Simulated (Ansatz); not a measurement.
# C₃H₈Si: up Jacob's ladder to CCSD(T)

Aim: compute C₃H₈Si with functionals from several rungs and with coupled cluster, and see how far each lands from CCSD(T) at the basis-set limit for the atomisation energy.

Computed with Ansatz 0.2.0, Gaussian basis. Level: functionals in def2-TZVPP, the program's frozen cores in correlated methods.

The runs, in order: LDA (SPW92), PBE-D4, revPBE-D4, BLYP-D4, r2SCAN-D4, B97M-V, PBE0-D4, B3LYP-D4, r2SCANh-D4, r2SCAN0-D4, HSE06-D4, BHLYP-D4, CAM-B3LYP-D4, LC-ωPBE, ωB97X-V, ωB97M-V, B2PLYP, PBE-QIDH; CCSD(T)/def2-SVP; CCSD(T)/def2-TZVPP; MP2/def2-QZVPP; extrapolation to the limit; RPA on PBE.

## Step 1: The relaxed structure

An earlier PBE0-D4 in a triple-zeta def2 set relaxation fixed the geometry.

SMILES `C=CC[SiH3]`, 12 atoms, charge 0, spin multiplicity 1.

Atoms are counted from 1 here; the program's logs count them from 0.

Bond lengths: C1–C2 1.327 Å, C1–H5 1.086 Å, C1–H6 1.083 Å, C2–C3 1.489 Å, C2–H7 1.089 Å, C3–Si4 1.887 Å, C3–H8 1.096 Å, C3–H9 1.094 Å, Si4–H10 1.486 Å, Si4–H11 1.489 Å, Si4–H12 1.488 Å. Angles: C2–C1–H5 121.5°, C2–C1–H6 121.4°, H5–C1–H6 117.1°, C1–C2–C3 125.5°, C1–C2–H7 118.7°, C3–C2–H7 115.9°, C2–C3–Si4 111.3°, C2–C3–H8 110.9°, C2–C3–H9 111.0°, Si4–C3–H8 107.6°, Si4–C3–H9 108.3°, H8–C3–H9 107.5°, C3–Si4–H10 110.0°, C3–Si4–H11 110.4°, C3–Si4–H12 110.0°, H10–Si4–H11 109.0°, H10–Si4–H12 108.7°, H11–Si4–H12 108.6°.

## Step 2: LDA

This LDA is Slater exchange with PW92 correlation.

Input file in.yaml:

```yaml
crystal:
  periodic: [false, false, false]
  atoms:
    - {symbol: C, position_ang: [-1.368634, 1.322854, 0.738395]}
    - {symbol: C, position_ang: [-0.971674, 0.465085, -0.193170]}
    - {symbol: C, position_ang: [-0.226015, -0.799228, 0.058019]}
    - {symbol: Si, position_ang: [1.584823, -0.638719, -0.446293]}
    - {symbol: H, position_ang: [-1.193895, 1.136513, 1.793724]}
    - {symbol: H, position_ang: [-1.882645, 2.240293, 0.478391]}
    - {symbol: H, position_ang: [-1.168193, 0.700894, -1.237648]}
    - {symbol: H, position_ang: [-0.657190, -1.627932, -0.514279]}
    - {symbol: H, position_ang: [-0.265431, -1.075111, 1.116113]}
    - {symbol: H, position_ang: [2.264951, 0.364371, 0.413726]}
    - {symbol: H, position_ang: [2.280701, -1.947661, -0.309227]}
    - {symbol: H, position_ang: [1.680200, -0.196558, -1.863752]}
basis:
  gaussian: {orbitals: def2-TZVPP}
hamiltonian: {xc: lda}
output: {orbitals: {seedname: orbitals}}
```

On the command line:

```bash
> ansatz run in.yaml --threads 4 --pin off --events-out ev --progress --plain --max-ram 10444MiB
```

The runs that follow: PBE-D4 (GGA); revPBE-D4 (GGA); BLYP-D4 (GGA); r2SCAN-D4 (meta-GGA); B97M-V (meta-GGA); PBE0-D4 (hybrid); B3LYP-D4 (hybrid); r2SCANh-D4 (hybrid); r2SCAN0-D4 (hybrid); HSE06-D4 (hybrid); BHLYP-D4 (hybrid); CAM-B3LYP-D4 (range-separated); LC-ωPBE (range-separated); ωB97X-V (range-separated); ωB97M-V (range-separated); B2PLYP (double hybrid); PBE-QIDH (double hybrid); CCSD(T) in def2-SVP; CCSD(T) in def2-TZVPP; MP2 in def2-QZVPP; RPA on PBE orbitals.

**Question.** What will the summary of the whole plan be? Wanted: atomisation energy, CCSD(T)/CBS; farthest beyond LDA; mean size of error, GGA; mean size of error, meta-GGA; mean size of error, hybrid; mean size of error, range-separated; mean size of error, double hybrid; gap, smallest and largest; T1 diagnostic.

**Answer**, as computed:

| quantity | value |
| --- | --- |
| atomisation energy, CCSD(T)/CBS | 4474.3 kJ/mol |
| functionals within 22.4 kJ/mol (0.5 %) | BLYP-D4, r2SCAN-D4, B97M-V, PBE0-D4, B3LYP-D4, r2SCANh-D4, HSE06-D4, CAM-B3LYP-D4, ωB97X-V, ωB97M-V, PBE-QIDH |
| farthest beyond LDA | BHLYP-D4 (-76.8 kJ/mol) |
| mean size of error, GGA | 33.8 kJ/mol |
| mean size of error, meta-GGA | 9.5 kJ/mol |
| mean size of error, hybrid | 24.5 kJ/mol |
| mean size of error, range-separated | 16.3 kJ/mol |
| mean size of error, double hybrid | 30.0 kJ/mol |
| gap, smallest and largest | 5.17 eV (LDA (SPW92)), 12.28 eV (LC-ωPBE) |
| T1 diagnostic | 0.0108 |
| triples share of the correlation energy | 3.9 % |

In words: LDA overbinds by 544.8 kJ/mol (12 %). PBE-D4 misses by +50.8 kJ/mol. Double hybrids carry the basis error of their MP2 part in triple zeta, and no dispersion term here, so their miss is partly the set-up's. The rungs meta-GGA, range-separated miss on average by less than the doubt on the reference (22.4 kJ/mol), so they tie. Misses under about 22.4 kJ/mol are within the doubt on the reference itself, which lacks core-valence correlation, relativity and higher excitations. Hartree-Fock recovers 76 % of the binding; the rest is correlation. CCSD(T) in def2-SVP is off by -194.4 kJ/mol, so the small basis spoils what the method gains. The gap grows from 5.2 to 12.3 eV across the functionals, mostly with the share of exact exchange.
